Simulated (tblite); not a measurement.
# C5H10O2S: the cost of one run

The runs use tblite 0.8.0 and PySCF 2.14.0, with density-fitted response routines of our own; the level of theory stands in each step. All values are computed, except where a source is named. Atoms are numbered from 0 throughout.

### Step 1. Starting geometry

18 atoms, charge 0, multiplicity 1; geometry from: force field or distance geometry start.

Bonds of the start (Å): C0–C1 1.52, C1–C2 1.47, C2–O3 1.29, C2–O4 1.41, O4–C5 1.40, C5–S6 1.79, S6–C7 1.79, C0–H8 1.11, C0–H9 1.10, C0–H10 1.12, C1–H11 1.13, C1–H12 1.11, C5–H13 1.14, C5–H14 1.10, C7–H15 1.13, C7–H16 1.10, C7–H17 1.13.

### Step 2. Optimising the geometry with GFN2-xTB

What the job is given:

```
{"job": {"kind": "relax", "xc": "GFN2-xTB", "basis": "xTB"}, "charge": 0, "multiplicity": 1}
C     -2.979800    -0.948400    -0.594600
C     -2.138800    -0.123700     0.372900
C     -1.051400     0.586200    -0.326100
O     -1.332000     1.307700    -1.357100
O      0.274300     0.482200     0.129400
C      1.214200     1.209200    -0.620100
S      2.910600     1.040800    -0.082200
C      3.665700    -0.565300    -0.298900
H     -2.363700    -1.731100    -1.092800
H     -3.408900    -0.296400    -1.363700
H     -3.821100    -1.455500    -0.065500
H     -2.850000     0.653700     0.791200
H     -1.819500    -0.707900     1.256400
H      0.972700     2.313300    -0.492500
H      1.054100     1.046200    -1.696800
H      4.289300    -0.864300     0.595300
H      2.973000    -1.388900    -0.538100
H      4.402500    -0.551400    -1.157700
```

On the command line:

```bash
$ OMP_NUM_THREADS=1 python probes_run.py task.json out
```

One launch serves the whole session: the jobs run in the order shown.

Q: Estimate the wall time and peak memory of this first job on 1 thread of Arm Neoverse V1, shared host.

About 1 s, with a peak of 0.18 GiB.
